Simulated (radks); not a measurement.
**He with its nuclear charge varied continuously**

What is the energy between the elements? 2 electrons are held in [He] while Z is changed in small steps.

Program: radks (a radial shooting solver on a logarithmic mesh, Libxc functionals) version 1. Level of theory: scalar-relativistic Kohn-Sham, PBE, spin-polarised, spherical densities, finite nucleus. These are calculated values, not measurements, unless marked.

**1. Starting point**

| Item | Value |
| --- | --- |
| element | helium (Z = 2) |
| charge | 0 |
| electrons | 2 |
| configuration | [He] |
| nuclear rms radius | 1.6755 fm |

Outer shells as boxes (Hund's rule):

He
```
1s [↑↓]
```

**2. Z = 2**

Settings of this run:

```text
Z 2
configuration [He]
relativity scalar-relativistic
functional pbe,pbe
spin polarised
nucleus finite rms 1.6755 fm
c 137.035999084
```

**3. Z = 1.75**

Changes since step 2:

```diff
@@ -1,2 +1,2 @@
-Z 2
+Z 1.75
 configuration [He]
```

**4. Z = 2.25**

Changes since step 3:

```diff
@@ -1,2 +1,2 @@
-Z 1.75
+Z 2.25
 configuration [He]
```

**5. Z = 2.5**

Changes since step 4:

```diff
@@ -1,2 +1,2 @@
-Z 2.25
+Z 2.5
 configuration [He]
```

**6. Z = 2.75**

Changes since step 5:

```diff
@@ -1,2 +1,2 @@
-Z 2.5
+Z 2.75
 configuration [He]
```

**7. Z = 3**

Changes since step 6:

```diff
@@ -1,2 +1,2 @@
-Z 2.75
+Z 3
 configuration [He]
```

What does the calculation give? Wanted: for each run, Z; E; E(electron-nucleus)/Z; highest level; its energy; <r>.

As calculated:

```tsv
Z	E (hartree)	E(electron-nucleus)/Z (hartree)	highest level	its energy (eV)	<r> (bohr)
1.75	-2.11424	-2.86564	1s	-8.856	1.125
2	-2.89307	-3.36502	1s	-15.764	0.9458
2.25	-3.79678	-3.86461	1s	-24.375	0.8161
2.5	-4.82540	-4.36436	1s	-34.687	0.7179
2.75	-5.97898	-4.86426	1s	-46.700	0.6409
3	-7.25756	-5.36429	1s	-60.415	0.5789
```

At Z = 2 the central difference of E is -3.365 hartree, against -3.365 from the Hellmann-Feynman theorem; the scalar-relativistic energy here is not variational, so the two differ by a part that grows with Z. The top level goes from -8.856 eV at Z = 1.75 to -60.415 eV at Z = 3.
